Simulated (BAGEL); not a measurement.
# A workflow on CH4F2OSi (SMILES C[Si](O)(F)F)

Wanted: a single-point energy (HF/def2-SV(P)), then a single-point energy (NEVPT2(2,2)/def2-SV(P)), then the energy (CASPT2(2,2)/def2-SV(P)) of CH4F2OSi. 

The results are computed with BAGEL 1.2.2.

1 further run of the same task is left out (set aside as unsound or not needed).

### 1 The molecule

CH4F2OSi: 9 atoms, total charge 0, spin state singlet. SMILES: `C[Si](O)(F)F`. One bond was lengthened or shortened from a relaxed shape.

Bond lengths: C1–Si2 2.106 Å, Si2–O3 1.621 Å, Si2–F4 1.590 Å, Si2–F5 1.590 Å, C1–H6 1.092 Å, C1–H7 1.092 Å, C1–H8 1.092 Å, O3–H9 0.958 Å. Some angles: C1–Si2–O3 109.9°, C1–Si2–F4 111.2°, C1–Si2–F5 111.2°, O3–Si2–F4 110.0°, O3–Si2–F5 110.0°, F4–Si2–F5 104.6°, Si2–C1–H6 110.5°, Si2–C1–H7 110.5°, Si2–C1–H8 110.6°, Si2–O3–H9 119.7°.

### 2 The energy at HF/def2-SV(P) (density fitting with svp-jkfit) (run 1)

Input file job.json:

```json
{ "bagel": [

{
  "title": "molecule",
  "basis": "def2-sv_p_.json",
  "df_basis": "svp-jkfit",
  "angstrom": true,
  "geometry": [
    { "atom": "C", "xyz": [   -1.454870,    0.409352,   -0.157654 ] },
    { "atom": "Si", "xyz": [    0.580100,   -0.130700,   -0.192500 ] },
    { "atom": "O", "xyz": [    1.083400,   -0.479900,    1.308000 ] },
    { "atom": "F", "xyz": [    0.827400,   -1.374000,   -1.151900 ] },
    { "atom": "F", "xyz": [    1.471900,    1.032700,   -0.807900 ] },
    { "atom": "H", "xyz": [   -2.060970,   -0.409648,    0.234146 ] },
    { "atom": "H", "xyz": [   -1.607570,    1.283752,    0.477846 ] },
    { "atom": "H", "xyz": [   -1.805570,    0.647952,   -1.163554 ] },
    { "atom": "H", "xyz": [    1.992700,   -0.743900,    1.454700 ] }
  ]
},
{
  "title": "hf"
},
{
  "title": "print",
  "file": "orbitals.molden",
  "orbitals": true
}

]}
```

The basis set def2-SV(P) is read from a file made from the Basis Set Exchange's data (not shown).

The run is started by

```
$ BAGEL_NUM_THREADS=1 BAGEL job.json > job.out
```

The log of the run:

```text
* using 1 threads per process

  ===============================================================
  ===============================================================

  *** Geometry ***

  { "atom" : "C", "xyz" : [     -2.749306,      0.773563,     -0.297923 ] },
  { "atom" : "Si", "xyz" : [      1.096230,     -0.246987,     -0.363772 ] },
  { "atom" : "O", "xyz" : [      2.047329,     -0.906880,      2.471762 ] },
  { "atom" : "F", "xyz" : [      1.563559,     -2.596484,     -2.176776 ] },
  { "atom" : "F", "xyz" : [      2.781488,      1.951520,     -1.526710 ] },
  { "atom" : "H", "xyz" : [     -3.894669,     -0.774123,      0.442472 ] },
  { "atom" : "H", "xyz" : [     -3.037867,      2.425940,      0.902998 ] },
  { "atom" : "H", "xyz" : [     -3.412033,      1.224452,     -2.198798 ] },
  { "atom" : "H", "xyz" : [      3.765657,     -1.405767,      2.748985 ] },

  Number of auxiliary basis functions:      506

  Since a DF basis is specified, we compute 2- and 3-index integrals:
    o Being stored without compression. Storage requirement is 0.027 GB

  Number of basis functions:       82
  Number of electrons      :       50

    * METHOD: MOLECULE                             0.23

  *** RHF ***

  === Nuclear Repulsion ===
   256.2746377354

      * DIIS with orbital gradients will be used.

  === RHF iteration (def2-sv_p_.json) ===
      0       -602.36785019          0.02419599           0.08
      1       -602.59003214          0.01425080           0.08
      2       -602.68757001          0.00117457           0.08
      3       -602.68857923          0.00037223           0.08
      4       -602.68867973          0.00006190           0.08
      5       -602.68868340          0.00001405           0.08
      6       -602.68868367          0.00000559           0.09
      7       -602.68868369          0.00000196           0.08
      8       -602.68868370          0.00000045           0.08
      9       -602.68868370          0.00000020           0.08
     10       -602.68868370          0.00000006           0.07
     11       -602.68868370          0.00000002           0.08
     12       -602.68868370          0.00000001           0.08
    * SCF iteration converged.

    * Permanent dipole moment:
           (   -0.007719,     0.059419,    -0.402503) a.u.

    * METHOD: HF                                   1.20

    * METHOD: PRINT                                0.01

  ===============================================================
```

Wall time 1.7 s (1 thread of Arm Neoverse V2, shared host); peak memory 0.14 GiB.

### 3 The energy at NEVPT2(2,2)/def2-SV(P) (density fitting with svp-jkfit) (run 2)

Input file calc.json:

```json
{ "bagel": [

{
  "title": "molecule",
  "basis": "def2-sv_p_.json",
  "df_basis": "svp-jkfit",
  "angstrom": "true",
  "geometry": [
    { "atom": "C", "xyz": [   -1.454870,    0.409352,   -0.157654 ] },
    { "atom": "Si", "xyz": [    0.580100,   -0.130700,   -0.192500 ] },
    { "atom": "O", "xyz": [    1.083400,   -0.479900,    1.308000 ] },
    { "atom": "F", "xyz": [    0.827400,   -1.374000,   -1.151900 ] },
    { "atom": "F", "xyz": [    1.471900,    1.032700,   -0.807900 ] },
    { "atom": "H", "xyz": [   -2.060970,   -0.409648,    0.234146 ] },
    { "atom": "H", "xyz": [   -1.607570,    1.283752,    0.477846 ] },
    { "atom": "H", "xyz": [   -1.805570,    0.647952,   -1.163554 ] },
    { "atom": "H", "xyz": [    1.992700,   -0.743900,    1.454700 ] }
  ]
},
{ "title": "hf" },
{ "title": "nevpt2", "nstate": 1, "nact": 2, "nclosed": 24, "active": [25, 33], "maxiter": 200, "natocc": "true", "ncore": 9 },
{ "title": "print", "file": "orbitals.molden", "orbitals": "true" }

]}
```

The basis set def2-SV(P) is read from a file made from the Basis Set Exchange's data (not shown).

The run is started by

```
$ BAGEL_NUM_THREADS=1 BAGEL calc.json > calc.out
```

The log of the run:

```text
* using 1 threads per process

  ===============================================================
  ===============================================================

  *** Geometry ***

  { "atom" : "C", "xyz" : [     -2.749306,      0.773563,     -0.297923 ] },
  { "atom" : "Si", "xyz" : [      1.096230,     -0.246987,     -0.363772 ] },
  { "atom" : "O", "xyz" : [      2.047329,     -0.906880,      2.471762 ] },
[... 5 lines of this table left out ...]
  { "atom" : "H", "xyz" : [      3.765657,     -1.405767,      2.748985 ] },

  Number of auxiliary basis functions:      506

  Since a DF basis is specified, we compute 2- and 3-index integrals:
    o Being stored without compression. Storage requirement is 0.027 GB

[... 18 lines left out ...]
    * SCF iteration converged.
[... 1 line left out ...]
    * Permanent dipole moment:
[... 28 lines left out ...]
    * Second-order optimization converged. *

     guess   0:   closed 1.                   open ..

  === FCI iteration ===

      0  0      -602.68840948     7.14e-02      0.00
      1  0      -602.70576350     1.56e-03      0.00
      2  0 *    -602.70577705     1.14e-16      0.00

     * ci vector, state   0, <S^2> = 0.0000
       2.     0.9926893037
       .2    -0.1206977481

  === DF-NEVPT2 calculation ===

    * 3-index integral transformation done
    * assembly done

      NEVPT2 correlation energy:   -0.7436211667      0.18

          (+0)     -0.6740409312
          (+0)'    -0.0201421777
          (+1)     -0.0140427700
          (+1)'    -0.0000000000
          (+2)     -0.0003006845
          (-1)     -0.0294193321
          (-1)'     0.0000000000
          (-2)     -0.0056752713

      NEVPT2 total energy:       -603.4493982134

    * METHOD: NEVPT2                               4.32

    * METHOD: PRINT                                0.01

  ===============================================================
```

Wall time 6.3 s (1 thread of Arm Neoverse V2, shared host); peak memory 0.14 GiB.

### 4 A single-point energy at CASPT2(2,2)/def2-SV(P) (density fitting with svp-jkfit) (run 3)

Input file input.json:

```json
{ "bagel" : [

{
  "title" : "molecule",
  "basis" : "def2-sv_p_.json",
  "df_basis" : "svp-jkfit",
  "angstrom" : true,
  "geometry" : [
    { "atom" : "C", "xyz" : [   -1.454870,    0.409352,   -0.157654 ] },
    { "atom" : "Si", "xyz" : [    0.580100,   -0.130700,   -0.192500 ] },
    { "atom" : "O", "xyz" : [    1.083400,   -0.479900,    1.308000 ] },
    { "atom" : "F", "xyz" : [    0.827400,   -1.374000,   -1.151900 ] },
    { "atom" : "F", "xyz" : [    1.471900,    1.032700,   -0.807900 ] },
    { "atom" : "H", "xyz" : [   -2.060970,   -0.409648,    0.234146 ] },
    { "atom" : "H", "xyz" : [   -1.607570,    1.283752,    0.477846 ] },
    { "atom" : "H", "xyz" : [   -1.805570,    0.647952,   -1.163554 ] },
    { "atom" : "H", "xyz" : [    1.992700,   -0.743900,    1.454700 ] }
  ]
},
{
  "title" : "hf"
},
{
  "title" : "casscf",
  "nstate" : 1,
  "nact" : 2,
  "nclosed" : 24,
  "active" : [25, 33],
  "maxiter" : 200,
  "natocc" : true
},
{
  "title" : "print",
  "file" : "orbitals.molden",
  "orbitals" : true
},
{
  "title" : "smith",
  "method" : "caspt2",
  "ms" : true,
  "xms" : true,
  "sssr" : true,
  "shift" : 0.2,
  "shift_imag" : true,
  "ncore" : 9
}

]}
```

The basis set def2-SV(P) is read from a file made from the Basis Set Exchange's data (not shown).

The run is started by

```
$ BAGEL_NUM_THREADS=1 BAGEL input.json > input.out
```

The log of the run:

```text
* using 1 threads per process

  ===============================================================
  ===============================================================

  *** Geometry ***

  { "atom" : "C", "xyz" : [     -2.749306,      0.773563,     -0.297923 ] },
  { "atom" : "Si", "xyz" : [      1.096230,     -0.246987,     -0.363772 ] },
  { "atom" : "O", "xyz" : [      2.047329,     -0.906880,      2.471762 ] },
[... 5 lines of this table left out ...]
  { "atom" : "H", "xyz" : [      3.765657,     -1.405767,      2.748985 ] },

  Number of auxiliary basis functions:      506

  Since a DF basis is specified, we compute 2- and 3-index integrals:
    o Being stored without compression. Storage requirement is 0.027 GB

[... 18 lines left out ...]
    * SCF iteration converged.
[... 1 line left out ...]
    * Permanent dipole moment:
[... 27 lines left out ...]
    * Second-order optimization converged. *
[... 9 lines left out ...]
     * ci vector, state   0, <S^2> = 0.0000
[... 16 lines left out ...]
    * Zeroth order energy : state  0       -1.0020405115
[... 4 lines left out ...]
       #      aibj      arbs      arbi      airj      risj      airs      arst      rist         Etot      error   time
[... 2 lines left out ...]
       0  -0.67420  -0.00695  -0.03000  -0.01554  -0.00043  -0.01749  -0.00000  -0.00000   -0.7446144  0.0014518   0.09
       1  -0.67449  -0.00702  -0.03012  -0.01573  -0.00046  -0.01787  -0.00000  -0.00000   -0.7456872  0.0002154   0.08
       2  -0.67450  -0.00703  -0.03012  -0.01573  -0.00046  -0.01787  -0.00000  -0.00000   -0.7457143  0.0000351   0.09
       3  -0.67450  -0.00703  -0.03012  -0.01573  -0.00046  -0.01787  -0.00000  -0.00000   -0.7457149  0.0000065   0.09
       4  -0.67450  -0.00703  -0.03012  -0.01573  -0.00046  -0.01787  -0.00000  -0.00000   -0.7457149  0.0000012   0.09
       5  -0.67450  -0.00703  -0.03012  -0.01573  -0.00046  -0.01787   0.00000  -0.00000   -0.7457149  0.0000002   0.10

      ------------------------------------------------------------------------------------------------------------------

    * CASPT2 energy : state  0     -603.4537618306
        w/o shift correction       -603.4514919633
        reference weight              0.8411449583

    * METHOD: SMITH                                0.84

  ===============================================================
```

Run time: 6.9 s. Hardware: 1 thread of Arm Neoverse V2, shared host; peak memory 0.23 GiB.

### 5 Outcome

```
                                   quantity          value
         run 1, HF/def2-SV(P): total energy  -602.68868 Eh
        run 1, HF/def2-SV(P): dipole moment         1.03 D
          run 1, HF/def2-SV(P): HOMO energy      -12.63 eV
          run 1, HF/def2-SV(P): LUMO energy        4.12 eV
        run 1, HF/def2-SV(P): HOMO–LUMO gap       16.75 eV
run 2, NEVPT2(2,2)/def2-SV(P): total energy  -603.44940 Eh
run 3, CASPT2(2,2)/def2-SV(P): total energy  -603.45376 Eh
```
